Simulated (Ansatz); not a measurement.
# Br2H2InN: a ladder of functionals and wavefunction methods

The task here is to estimate one member of a computed series from the others.

Method: functionals in def2-TZVPP, the program's frozen cores in correlated methods; program: Ansatz 0.2.0, Gaussian basis.

The runs, in order: LDA (SPW92), PBE-D4, revPBE-D4, BLYP-D4, r2SCAN-D4, B97M-V, PBE0-D4, B3LYP-D4, r2SCANh-D4, r2SCAN0-D4, HSE06-D4, BHLYP-D4, CAM-B3LYP-D4, LC-ωPBE, ωB97X-V, ωB97M-V, B2PLYP, PBE-QIDH; CCSD(T)/def2-SVP; CCSD(T)/def2-TZVPP; MP2/def2-QZVPP; extrapolation to the limit; RPA on PBE.

**The relaxed structure**

All runs share one geometry, relaxed beforehand with PBE0-D4 in a triple-zeta def2 set. In takes the def2 core potential; no spin-orbit term is included.

SMILES `[NH2][In]([Br])[Br]`, 6 atoms, charge 0, spin multiplicity 1.

Atoms are counted from 1 here; the program's logs count them from 0.

Bond lengths: N1–In2 2.002 Å, N1–H5 1.010 Å, N1–H6 1.010 Å, In2–Br3 2.449 Å, In2–Br4 2.449 Å. Angles: In2–N1–H5 115.9°, In2–N1–H6 115.9°, H5–N1–H6 109.8°, N1–In2–Br3 120.7°, N1–In2–Br4 120.8°, Br3–In2–Br4 118.2°.

The first run:

in.yaml reads:

```yaml
crystal:
  periodic: [false, false, false]
  atoms:
    - {symbol: N, position_ang: [-0.105824, 1.233751, -0.257507]}
    - {symbol: In, position_ang: [0.111520, -0.738794, 0.007236]}
    - {symbol: Br, position_ang: [2.278817, -1.685308, 0.644574]}
    - {symbol: Br, position_ang: [-1.713356, -2.282816, -0.526791]}
    - {symbol: H, position_ang: [-1.049758, 1.587136, -0.187299]}
    - {symbol: H, position_ang: [0.520800, 1.822031, 0.273588]}
basis:
  gaussian: {orbitals: def2-TZVPP}
hamiltonian: {xc: lda}
output: {orbitals: {seedname: orbitals}}
```

The run is started by

```
$ ansatz run in.yaml --threads 2 --pin off --events-out ev --progress --plain --max-ram 32768MiB --backend cpu
```

Steps of the session up to this table: LDA; PBE-D4 (GGA); revPBE-D4 (GGA); BLYP-D4 (GGA); r2SCAN-D4 (meta-GGA); B97M-V (meta-GGA); PBE0-D4 (hybrid); B3LYP-D4 (hybrid); r2SCANh-D4 (hybrid); r2SCAN0-D4 (hybrid); HSE06-D4 (hybrid); BHLYP-D4 (hybrid); CAM-B3LYP-D4 (range-separated); LC-ωPBE (range-separated); ωB97X-V (range-separated); ωB97M-V (range-separated); B2PLYP (double hybrid); PBE-QIDH (double hybrid).

One of the session's tables, all rows but one given; the rest of the session is left out.

It belongs to the step «Orbital energies across the functionals». 

| functional | HOMO (eV) | LUMO (eV) | gap (eV) |
| --- | --- | --- | --- |
| LDA (SPW92) | -6.82 | -3.33 | 3.50 |
| PBE-D4 | -6.61 | -3.01 | 3.59 |
| revPBE-D4 | -6.54 | -2.90 | 3.64 |
| BLYP-D4 | -6.47 | -2.97 | 3.50 |
| r2SCAN-D4 | -6.92 | -2.82 | 4.09 |
| B97M-V | -6.93 | -2.82 | 4.11 |
| PBE0-D4 | -7.95 | -2.17 | 5.78 |
| B3LYP-D4 | -7.71 | -2.48 | 5.23 |
| r2SCANh-D4 | -7.42 | -2.52 | 4.90 |
| r2SCAN0-D4 | -8.17 | -2.06 | 6.11 |
| HSE06-D4 | -7.55 | -2.54 | 5.01 |
| BHLYP-D4 | ? | ? | ? |
| CAM-B3LYP-D4 | -9.35 | -1.26 | 8.09 |
| LC-ωPBE | -10.75 | 0.00 | 10.75 |
| ωB97X-V | -10.37 | -0.17 | 10.20 |
| ωB97M-V | -10.26 | -0.31 | 9.95 |

**Question.** Estimate the row for BHLYP-D4.

Worked estimate for «HOMO (eV)». Against the share of exact exchange, BLYP-D4 (0, -6.47), B3LYP-D4 (0.2, -7.71) give a slope of -6.20 per unit share; at 0.5 the line stands at -9.57.

The run gave: HOMO (eV): -9.19; LUMO (eV): -1.33; gap (eV): 7.85. In «HOMO (eV)» the line misses by -0.38.
